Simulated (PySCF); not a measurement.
# CH3BFN (SMILES [H]/N=C(\B)F) at 6 levels

Wanted: a comparison of 6 runs (HF/STO-3G, HF/def2-SVP, TPSS/6-31G, PBE0/def2-SVP, B3LYP/pcseg-2, MP2/pcseg-1) of CH3BFN. 

The calculation is run with PySCF 2.14.0.

### Step 1. The structure to begin with

CH3BFN: 7 atoms, total charge 0, spin state singlet. SMILES: `[H]/N=C(\B)F`. The coordinates come from a PBE0-D4/def2-TZVP relaxation.

Bond lengths: B1–C2 1.561 Å, C2–N3 1.256 Å, C2–F4 1.341 Å, B1–H5 1.191 Å, B1–H6 1.192 Å, N3–H7 1.018 Å. Angles: B1–C2–N3 126.3°, B1–C2–F4 116.4°, N3–C2–F4 117.0°, C2–B1–H5 119.8°, C2–B1–H6 118.6°, C2–N3–H7 110.2°, H5–B1–H6 121.5°.

### Step 2. Energy and forces at HF/STO-3G (run 1)

File input.xyz:

```xyz
7

B     -0.350500     0.865300    -0.251700
C      0.571400    -0.355700     0.056300
N      0.197700    -1.487600     0.452000
F      1.864300    -0.223700    -0.274300
H     -0.170600     1.508700    -1.237600
H     -1.272000     1.080800     0.473100
H     -0.779100    -1.455800     0.736500
```

File calc.py:

```python
from pyscf import gto, scf

mol = gto.Mole()
mol.atom = 'input.xyz'
mol.charge = 0
mol.max_memory = 1860
mol.basis = 'sto-3g'
mol.verbose = 4
mol.build()

mf = scf.RHF(mol)
mf.conv_tol = 1e-10
mf.kernel()
if not mf.converged:
    mf = mf.newton().run(mf.mo_coeff, mf.mo_occ)

energy = mf.e_tot
print('Final energy', energy)
grad = mf.nuc_grad_method().kernel()
mf.analyze()
```

On the command line:

```
$ OMP_NUM_THREADS=1 python calc.py
```

Output:

```text
PySCF version 2.14.0

[... 81 lines left out ...]
Total Energy =                        -215.230194706537816
[... 3 lines left out ...]
Two-electron Coulomb Energy =          209.676216331426360
[... 5 lines left out ...]
MO #3   energy= -11.13214025113    occ= 2
[... 3 lines left out ...]
MO #7   energy= -0.78850208810558  occ= 2
[... 3 lines left out ...]
MO #11  energy= -0.553109509670574 occ= 2
[... 3 lines left out ...]
MO #15  energy= -0.348365684053195 occ= 2
[... 3 lines left out ...]
MO #19  energy= 0.633480221737856  occ= 0
[... 3 lines left out ...]
MO #23  energy= 1.0139676233324    occ= 0
[... 33 lines left out ...]
Dipole moment(X, Y, Z, Debye): -1.83267,  1.56613,  0.02954
```

Wall time 2.8 s (1 thread of AMD EPYC (Zen 3), shared host); peak memory 0.12 GiB.

### Step 3. Energy and forces at HF/def2-SVP (run 2)

File geometry.xyz:

```xyz
7

B     -0.350500     0.865300    -0.251700
C      0.571400    -0.355700     0.056300
N      0.197700    -1.487600     0.452000
F      1.864300    -0.223700    -0.274300
H     -0.170600     1.508700    -1.237600
H     -1.272000     1.080800     0.473100
H     -0.779100    -1.455800     0.736500
```

File input.py:

```python
from pyscf import gto, scf

molecule = gto.M(
    atom='geometry.xyz',
    verbose=4,
    max_memory=1860,
    basis='def2-svp',
)

mf = scf.RHF(molecule)
mf.conv_tol = 1e-10
mf.kernel()
if not mf.converged:
    mf = mf.newton().run(mf.mo_coeff, mf.mo_occ)

e_final = mf.e_tot
print(f'total energy: {e_final:.8f} hartree')
grad = mf.nuc_grad_method().kernel()
dip = mf.dip_moment()
pop, q = mf.mulliken_pop()
```

On the command line:

```
$ OMP_NUM_THREADS=1 python input.py
```

Output:

```text
PySCF version 2.14.0

[... 67 lines left out ...]
converged SCF energy = -217.971471572532
total energy: -217.97147157 hartree
[... 13 lines left out ...]
Dipole moment(X, Y, Z, Debye): -2.64302,  1.80292,  0.20228
[... 79 lines left out ...]
charge of    6H =      0.13800
```

Wall time 7.5 s (1 thread of AMD EPYC (Zen 3), shared host); peak memory 0.14 GiB.

Runs 3 to 5 aren't shown in full; the table further down has their settings and results.

### Step 4. Energy and gradient at MP2/pcseg-1 (run 6)

File input.py:

```python
import pyscf.grad
from pyscf import gto, scf, mp

mol = gto.M(
    atom=[
    ('B', (-0.350500, 0.865300, -0.251700)),
    ('C', (0.571400, -0.355700, 0.056300)),
    ('N', (0.197700, -1.487600, 0.452000)),
    ('F', (1.864300, -0.223700, -0.274300)),
    ('H', (-0.170600, 1.508700, -1.237600)),
    ('H', (-1.272000, 1.080800, 0.473100)),
    ('H', (-0.779100, -1.455800, 0.736500)),
],
    basis='pcseg-1',
    max_memory=1860,
    charge=0,
    spin=0,
    verbose=4,
)

mf = scf.RHF(mol)
mf.conv_tol = 1e-10
mf.kernel()
if not mf.converged:
    mf = mf.newton().run(mf.mo_coeff, mf.mo_occ)

pt = mp.MP2(mf, frozen=4).run()
e_tot = pt.e_tot
print('E = %.10f Eh' % e_tot)
grad = pt.Gradients().kernel()
mf.analyze()
```

On the command line:

```
$ OMP_NUM_THREADS=1 python input.py
```

Output:

```text
PySCF version 2.14.0

[... 96 lines left out ...]
MO #1   energy= -26.2906422205812  occ= 2
[... 9 lines left out ...]
MO #11  energy= -0.656495790910072 occ= 2
[... 9 lines left out ...]
MO #21  energy= 0.275509010327978  occ= 0
[... 9 lines left out ...]
MO #31  energy= 0.818768345456355  occ= 0
[... 9 lines left out ...]
MO #41  energy= 1.53186177965206   occ= 0
[... 9 lines left out ...]
MO #51  energy= 2.28039210123004   occ= 0
[... 9 lines left out ...]
MO #61  energy= 2.79063964517964   occ= 0
[... 9 lines left out ...]
MO #71  energy= 3.82592430370959   occ= 0
[... 81 lines left out ...]
Dipole moment(X, Y, Z, Debye): -2.73312,  1.97991,  0.15537
```

Run time: 14 s. Hardware: 1 thread of AMD EPYC (Zen 3), shared host; peak memory 0.3 GiB.

### Step 5. The series

```
run          level  integration grid  frozen core orbitals  energy (Eh)  dipole moment (D) of the reference  HOMO energy (eV)  LUMO energy (eV)  wall time
  1      HF/STO-3G                 –                     –  -215.230195                                2.41             -9.48              4.73      2.8 s
  2    HF/def2-SVP                 –                     –  -217.971472                                3.21            -12.25              0.88      7.5 s
  3     TPSS/6-31G                 5                     –  -219.271947                                2.75             -6.72             -3.56       31 s
  4  PBE0/def2-SVP                 5                     –  -218.894731                                2.57             -8.37             -2.80       36 s
  5  B3LYP/pcseg-2                 5                     –  -219.407959                                2.69             -8.39             -3.17    2.9 min
  6    MP2/pcseg-1                 –                     4  -218.634688                                3.38            -12.34              0.72       14 s
```

### Step 6. Summary of results

| quantity | value |
| --- | --- |
| run 6: total energy | -218.63469 Eh |
| run 6: dipole moment (Hartree–Fock density) | 3.38 D |
| run 6: HOMO energy (Hartree–Fock orbitals) | -12.34 eV |
| run 6: LUMO energy (Hartree–Fock orbitals) | 0.72 eV |
| run 6: HOMO–LUMO gap (Hartree–Fock orbitals) | 13.06 eV |
| run 6: correlation energy (4 core orbitals frozen) | -551.8 mEh |
| run 6: largest force on an atom | 1.182 eV/Å |

Over runs 1, 2, 3, 4, 5 the dipole moment (its size) runs from 2.41 D (HF/STO-3G) to 3.21 D (HF/def2-SVP). Over runs 1, 2, 3, 4, 5 the HOMO–LUMO gap runs from 3.16 eV (TPSS/6-31G) to 14.21 eV (HF/STO-3G). The two ends differ in method and basis. Totals of different functionals can't be ranked against each other. In run 1 the basis is minimal, so the values are rough. All runs together took 4.5 min, the longest 2.9 min.
